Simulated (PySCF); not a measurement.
# MgSH2 in PySCF: notebook

The runs below take MgSH2 through G0W0 quasiparticle levels, excitation energies (Tamm-Dancoff), CCSD(T) correlation energy, with PBE0, HF.

Program: PySCF 2.14.0. These are calculated values, not measurements. Logs are shortened: lines on timing, memory, paths and dates and some standing lists are left out, and cuts for length are marked.

### Step 1. The structure

The cell holds a molecule in a box, 4 atoms: a = 10.000 Å, b = 13.000 Å, c = 12.000 Å, α = 90.00°, β = 90.00°, γ = 90.00°.

### Step 2. G0W0 quasiparticle levels, PBE0

File run.py:

```python
import json
import numpy as np
from pyscf.pbc import gto, scf, dft, df
from pyscf.pbc.tools import pyscf_ase
from ase.io import read

atoms = read('MgH2S.cif')
cell = pyscf_ase.cell_from_ase(atoms)
cell.basis = 'cc-pvdz'
cell.exp_to_discard = 0
cell.precision = 1e-08
cell.max_memory = 2520  # MB
cell.verbose = 4
cell.build()

res = {}
kpts = cell.make_kpts([1, 1, 1])
mf = dft.KRKS(cell, kpts, xc='pbe0', exxdiv='ewald')
mf = mf.density_fit()
mf.with_df._cderi = 'cderi.h5'  # three-centre integrals saved by an earlier run on this cell, basis and mesh
mf.conv_tol = 1e-08
mf.max_cycle = 60

mf.kernel()
res.update(converged=bool(mf.converged), e_tot=mf.e_tot, nelec=cell.nelectron, nao=cell.nao, mesh=list(map(int, cell.mesh)), a=cell.lattice_vectors().tolist(), coords=cell.atom_coords().tolist(),
           mo_energy=[np.real(x).tolist() for x in mf.mo_energy], mo_occ=[np.real(x).tolist() for x in mf.mo_occ])
import h5py
print('fit functions by k pair:', sorted({v['0'].shape[0] for v in h5py.File(mf.with_df._cderi)['j3c'].values()}))
res.update(kpts=cell.get_scaled_kpts(kpts).tolist())
res['parts'] = {k: float(np.real(v)) for k, v in mf.scf_summary.items() if np.isscalar(v)}
json.dump(res, open('results.json', 'w'))
if not mf.converged:
    raise SystemExit('SCF not converged')

print('levels (eV)')
for i, kp in enumerate(res['kpts'][:40]):
    print('k %7.4f %7.4f %7.4f  ' % tuple(kp), ' '.join('%.3f' % (x * 27.211386) for x in res['mo_energy'][i][:20]))

# Mulliken populations
dm, s = np.asarray(mf.make_rdm1()), np.asarray(mf.get_ovlp())
sites = cell.aoslice_by_atom()[:, 2:]
tot = np.einsum('kij,kji->i', dm, s).real / len(kpts)
res['mulliken'] = [cell.atom_charge(i) - tot[a0:a1].sum() for i, (a0, a1) in enumerate(sites)]
print('Mulliken charges', np.round(res['mulliken'], 5))

from pyscf.pbc.gw.krgw_ac import KRGWAC
gw = KRGWAC(mf, frozen=6)
gw.fc = True
orbs = list(range(12, 18))
gw.kernel(orbs=orbs)
res['orbs'] = orbs
res['qp'] = np.asarray(gw.mo_energy).real.tolist()
res['done'] = True
json.dump(res, open('results.json', 'w'))
```

File MgH2S.cif:

```cif
data_MgH2S
_cell_length_a 10.00000000
_cell_length_b 13.00000000
_cell_length_c 12.00000000
_cell_angle_alpha 90.00000000
_cell_angle_beta 90.00000000
_cell_angle_gamma 90.00000000
_space_group_name_H-M_alt 'P1'
_space_group_name_Hall 'P 1'
_space_group_IT_number 1
loop_
_space_group_symop_operation_xyz
'x,y,z'
loop_
_atom_site_label
_atom_site_type_symbol
_atom_site_symmetry_multiplicity
_atom_site_Wyckoff_symbol
_atom_site_fract_x
_atom_site_fract_y
_atom_site_fract_z
_atom_site_occupancy
Mg1 Mg 1 a 0.5088700000 0.4527500000 0.5179625000 1
S1 S 1 a 0.4558600000 0.5894653800 0.4052041700 1
H1 H 1 a 0.5467400000 0.3511423100 0.6004625000 1
H2 H 1 a 0.5439600000 0.6520884600 0.4559208300 1
```

Potentials or basis: cc-pvdz (all-electron).

Launch:

```bash
OMP_NUM_THREADS=2 python -u run.py > log
```

The log of the run:

```text
Discarded 0 diffused primitive functions, 0 contracted functions

PySCF version 2.14.0

[INPUT] verbose = 4
[INPUT] num. atoms = 4
[INPUT] num. electrons = 30
[INPUT] charge = 0
[INPUT] spin (= nelec alpha-beta = 2S) = 0
[INPUT] symmetry False subgroup None
[INPUT] Mole.unit = angstrom
[INPUT] Symbol           X                Y                Z      unit          X                Y                Z       unit  Magmom
[INPUT]  1 Mg     5.088700000000   5.885750000000   6.215550000000 AA    9.616249330074  11.122455537659  11.745687213540 Bohr   0.0
[INPUT]  2 S      4.558600000000   7.663049940000   4.862450040000 AA    8.614505511442  14.481065665465   9.188698869980 Bohr   0.0
[INPUT]  3 H      5.467400000000   4.564850030000   7.205550000000 AA   10.331888613447   8.626316356413  13.616516076860 Bohr   0.0
[INPUT]  4 H      5.439600000000   8.477149980000   5.471049960000 AA   10.279354227184  16.019491779062  10.338786038213 Bohr   0.0

nuclear repulsion = 2.35776307432102
number of shells = 16
number of NR pGTOs = 96
number of NR cGTOs = 46
basis = cc-pvdz
ecp = {}
lattice vectors  a1 [18.897261246, 0.000000000, 0.000000000]
                 a2 [0.000000000, 24.566439619, 0.000000000]
                 a3 [0.000000000, 0.000000000, 22.676713495]
dimension = 3
low_dim_ft_type = None
Cell volume = 10527.4
exp_to_discard = 0
rcut = 36.6499426258274 (nimgs = [2 2 2])
precision = 1e-08
pseudo = None
ke_cutoff = 5582325.433839124
    = [20101 26131 24121] mesh (12669777910951 PWs)

******** <class 'pyscf.pbc.dft.krks.KRKS'> ********
method = KRKS
initial guess = minao
damping factor = 0
level_shift factor = 0
DIIS = <class 'pyscf.scf.diis.CDIIS'>
diis_start_cycle = 1
diis_space = 8
diis_damp = 0
SCF conv_tol = 1e-08
SCF conv_tol_grad = None
SCF max_cycles = 60
direct_scf = True
direct_scf_tol = 1e-13

******** PBC SCF flags ********
N kpts = 1
Exchange divergence treatment (exxdiv) = ewald
    madelung (= occupied orbital energy shift) = 0.12706052843129126
    Total energy shift due to Ewald probe charge = -1/2 * Nelec*madelung = -1.90590792647
DF object = <pyscf.pbc.df.df.GDF object>
XC functionals = pbe0
small_rho_cutoff = 0
radial grids:
    Treutler-Ahlrichs [JCP 102, 346 (1995); DOI:10.1063/1.469408] (M4) radial grids

becke partition: Becke, JCP 88, 2547 (1988); DOI:10.1063/1.454033
pruning grids: <function nwchem_prune>
grids dens level: 3
symmetrized grids: False
atomic radii adjust function: <function treutler_atomic_radii_adjust>
Set gradient conv threshold to 0.0001

******** <class 'pyscf.pbc.df.rsdf_builder._RSNucBuilder'> ********
mesh = [37 47 45] (78255 PWs)
ke_cutoff = 17.302185920816544
omega = 0.5229654415994075
exclude_d_aux = False
exclude_dd_block = True
j2c_eig_always = False
has_long_range = True
tot grids = 57043
cell vol = 10527.4018  sum(weights) = 10718.2015
nelec by numeric integration = 29.994689826616522
init E= -599.176373670053
  HOMO = -0.29619080523  LUMO = -0.0571190973866  gap/eV = 6.50547
nelec by numeric integration = 30.000002090921484
cycle= 1 E= -599.215989847486  delta_E= -0.0396  |g|= 0.285  |ddm|= 1.51
  HOMO = -0.18725587984  LUMO = -0.0184825845302  gap/eV = 4.59256
nelec by numeric integration = 30.000002052339184
cycle= 2 E= -599.212375848497  delta_E= 0.00361  |g|= 0.315  |ddm|= 0.721
  HOMO = -0.246961939635  LUMO = -0.0169498019486  gap/eV = 6.25895
nelec by numeric integration = 30.000002101957676
cycle= 3 E= -599.24801935039  delta_E= -0.0356  |g|= 0.0154  |ddm|= 0.377
  HOMO = -0.244408390595  LUMO = -0.0177711900925  gap/eV = 6.16711
nelec by numeric integration = 30.000002110987424
cycle= 4 E= -599.248159157688  delta_E= -0.00014  |g|= 0.00454  |ddm|= 0.0308
  HOMO = -0.245092550868  LUMO = -0.0171775576342  gap/eV = 6.20188
nelec by numeric integration = 30.000002108676384
cycle= 5 E= -599.248169645459  delta_E= -1.05e-05  |g|= 0.000802  |ddm|= 0.00715
  HOMO = -0.245099180744  LUMO = -0.0171377559273  gap/eV = 6.20315
nelec by numeric integration = 30.000002108594437
cycle= 6 E= -599.248169867673  delta_E= -2.22e-07  |g|= 0.000268  |ddm|= 0.00116
  HOMO = -0.245089294767  LUMO = -0.0171331645118  gap/eV = 6.20300
nelec by numeric integration = 30.00000210859016
cycle= 7 E= -599.248169896874  delta_E= -2.92e-08  |g|= 2.54e-05  |ddm|= 0.00033
  HOMO = -0.245084531077  LUMO = -0.0171333168954  gap/eV = 6.20287
nelec by numeric integration = 30.000002108582777
cycle= 8 E= -599.248169897144  delta_E= -2.7e-10  |g|= 3.4e-06  |ddm|= 4.23e-05
  HOMO = -0.245083003497  LUMO = -0.0171330025762  gap/eV = 6.20284
nelec by numeric integration = 30.00000210858206
Extra cycle  E= -599.248169897146  delta_E= -2.61e-12  |g|= 2.59e-06  |ddm|= 6.96e-06
converged SCF energy = -599.248169897146
fit functions by k pair: [344]
levels (eV)
k  0.0000  0.0000  0.0000   -2421.669 -1277.293 -216.720 -160.575 -160.450 -160.374 -86.077 -51.375 -51.352 -51.178 -18.997 -10.491 -8.372 -7.292 -6.669 -0.466 -0.286 -0.014 1.767 2.541
Mulliken charges [ 0.40368 -0.34885 -0.14807  0.09323]

******** <class 'pyscf.pbc.gw.krgw_ac.KRGWAC'> ********
method = KRGWAC
GW nocc = 9, nvir = 31, nkpts = 1
frozen orbitals = 6
orbital list = [12, 13, 14, 15, 16, 17]
off-diagonal self-energy = False
GW density matrix = False
density-fitting for exchange = False
outcore for self-energy= False
finite size corrections = True
grids for finite size corrections = False
broadening parameter = 5.000e-03
number of grids = 100
analytic continuation method = pade
imaginary frequency cutoff = 5.0
Pade points = 18
Pade step ratio = 0.667
use perturbative linearized QP eqn = False
QPE max iter = 100
QPE tolerance = 1.0e-06

WARN: GW QP energies may not be sorted from min to max
```

It took 11 s on 2 threads of Arm Neoverse V2, shared host; peak memory 1.4 GiB.

What came out:

| Item | Value |
| --- | --- |
| Free energy | -16306.3734 eV |
| Gap between the frontier levels, mean-field level | 6.20 eV |
| Mulliken charges | Mg +0.40; S -0.35; H -0.15, +0.09 e |
| Quasiparticle gap | 9.50 eV |

Caveat: the basis is small and the box finite, so much correlation energy is missing and levels can be off by tenths of an eV; Mulliken charges move with the basis; this is a molecule in a periodic box at the Γ point, so its band gap is the HOMO-LUMO gap; total energy, band gap and charges are those of the mean-field reference; the basis of atomic orbitals isn't converged, which shifts pressures, moduli and gaps.

### Step 3. Excitation energies (Tamm-Dancoff), PBE0

run.py: that of step 2 with these lines changed.

```diff
@@ -45,9 +45,9 @@
 
-from pyscf.pbc.gw.krgw_ac import KRGWAC
-gw = KRGWAC(mf, frozen=6)
-gw.fc = True
-orbs = list(range(12, 18))
-gw.kernel(orbs=orbs)
-res['orbs'] = orbs
-res['qp'] = np.asarray(gw.mo_energy).real.tolist()
+from pyscf.pbc import tdscf
+td = tdscf.KTDA(mf)
+td.nstates = 5
+td.kshift_lst = [0]
+td.conv_tol = 1e-5
+td.kernel()
+res.update(excitations=np.real(td.e[0]).tolist(), post_converged=bool(np.all(td.converged)))
 res['done'] = True
```

MgH2S.cif is that of step 2.

Potentials or basis: cc-pvdz (all-electron).

Launch:

```bash
OMP_NUM_THREADS=2 python -u run.py > log
```

The log of the run:

```text
Discarded 0 diffused primitive functions, 0 contracted functions

PySCF version 2.14.0

[INPUT] verbose = 4
[INPUT] num. atoms = 4
[INPUT] num. electrons = 30
[INPUT] charge = 0
[INPUT] spin (= nelec alpha-beta = 2S) = 0
[INPUT] symmetry False subgroup None
[INPUT] Mole.unit = angstrom
[INPUT] Symbol           X                Y                Z      unit          X                Y                Z       unit  Magmom
[INPUT]  1 Mg     5.088700000000   5.885750000000   6.215550000000 AA    9.616249330074  11.122455537659  11.745687213540 Bohr   0.0
[INPUT]  2 S      4.558600000000   7.663049940000   4.862450040000 AA    8.614505511442  14.481065665465   9.188698869980 Bohr   0.0
[INPUT]  3 H      5.467400000000   4.564850030000   7.205550000000 AA   10.331888613447   8.626316356413  13.616516076860 Bohr   0.0
[INPUT]  4 H      5.439600000000   8.477149980000   5.471049960000 AA   10.279354227184  16.019491779062  10.338786038213 Bohr   0.0

nuclear repulsion = 2.35776307432102
number of shells = 16
number of NR pGTOs = 96
number of NR cGTOs = 46
basis = cc-pvdz
ecp = {}
lattice vectors  a1 [18.897261246, 0.000000000, 0.000000000]
                 a2 [0.000000000, 24.566439619, 0.000000000]
                 a3 [0.000000000, 0.000000000, 22.676713495]
dimension = 3
low_dim_ft_type = None
[... 70 lines left out ...]
cycle= 6 E= -599.248169867673  delta_E= -2.22e-07  |g|= 0.000268  |ddm|= 0.00116
  HOMO = -0.245089294767  LUMO = -0.0171331645119  gap/eV = 6.20300
nelec by numeric integration = 30.00000210859016
cycle= 7 E= -599.248169896874  delta_E= -2.92e-08  |g|= 2.54e-05  |ddm|= 0.00033
  HOMO = -0.245084531077  LUMO = -0.0171333168954  gap/eV = 6.20287
nelec by numeric integration = 30.00000210858277
cycle= 8 E= -599.248169897144  delta_E= -2.69e-10  |g|= 3.4e-06  |ddm|= 4.23e-05
  HOMO = -0.245083003497  LUMO = -0.0171330025762  gap/eV = 6.20284
nelec by numeric integration = 30.000002108582052
Extra cycle  E= -599.248169897147  delta_E= -3.18e-12  |g|= 2.59e-06  |ddm|= 6.96e-06
converged SCF energy = -599.248169897147
fit functions by k pair: [344]
levels (eV)
k  0.0000  0.0000  0.0000   -2421.669 -1277.293 -216.720 -160.575 -160.450 -160.374 -86.077 -51.375 -51.352 -51.178 -18.997 -10.491 -8.372 -7.292 -6.669 -0.466 -0.286 -0.014 1.767 2.541
Mulliken charges [ 0.40368 -0.34885 -0.14807  0.09323]

******** <class 'pyscf.pbc.tdscf.krks.TDA'> for <class 'pyscf.pbc.dft.krks.KRKS'> ********
nstates = 5 singlet
deg_eia_thresh = 1.000e-03
kshift_lst = [0]
wfnsym = None
conv_tol = 1e-05
eigh lindep = 1e-12
eigh level_shift = 0
eigh max_cycle = 100

nelec by numeric integration = 30.000002108582052

******** <class 'pyscf.pbc.df.rsdf_builder._RSNucBuilder'> ********
mesh = [37 47 45] (78255 PWs)
ke_cutoff = 17.302185920816544
omega = 0.5229654415994075
exclude_d_aux = False
exclude_dd_block = True
j2c_eig_always = False
has_long_range = True
kshift = 0  Excited State energies (eV)
[4.82668955 5.08926037 5.52818707 5.70322622 5.96624087]
```

It took 15 s on 2 threads of Arm Neoverse V2, shared host; peak memory 1.4 GiB.

Results:

| Property | Result |
| --- | --- |
| Free energy | -16306.3734 eV |
| Gap between the frontier levels | 6.20 eV |
| Mulliken charges | Mg +0.40; S -0.35; H -0.15, +0.09 e |

Levels at points of the mesh, in eV from the valence-band top:
| k point | band 13 | band 14 | band 15 | band 16 | band 17 | band 18 |
| --- | --- | --- | --- | --- | --- | --- |
| (0.00, 0.00, 0.00) | -1.70 | -0.62 | 0.00 | 6.20 | 6.38 | 6.66 |

Lowest excitation energies (eV): 4.83, 5.09, 5.53, 5.70, 5.97

Caveat: the basis is small and the box finite, so much correlation energy is missing and levels can be off by tenths of an eV; Mulliken charges move with the basis; the iterative solver can pass over a root and still report convergence; this is a molecule in a periodic box at the Γ point, so its band gap is the HOMO-LUMO gap; total energy, band gap and charges are those of the mean-field reference; the basis of atomic orbitals isn't converged, which shifts pressures, moduli and gaps.

(Continued in part 2 of 2.)
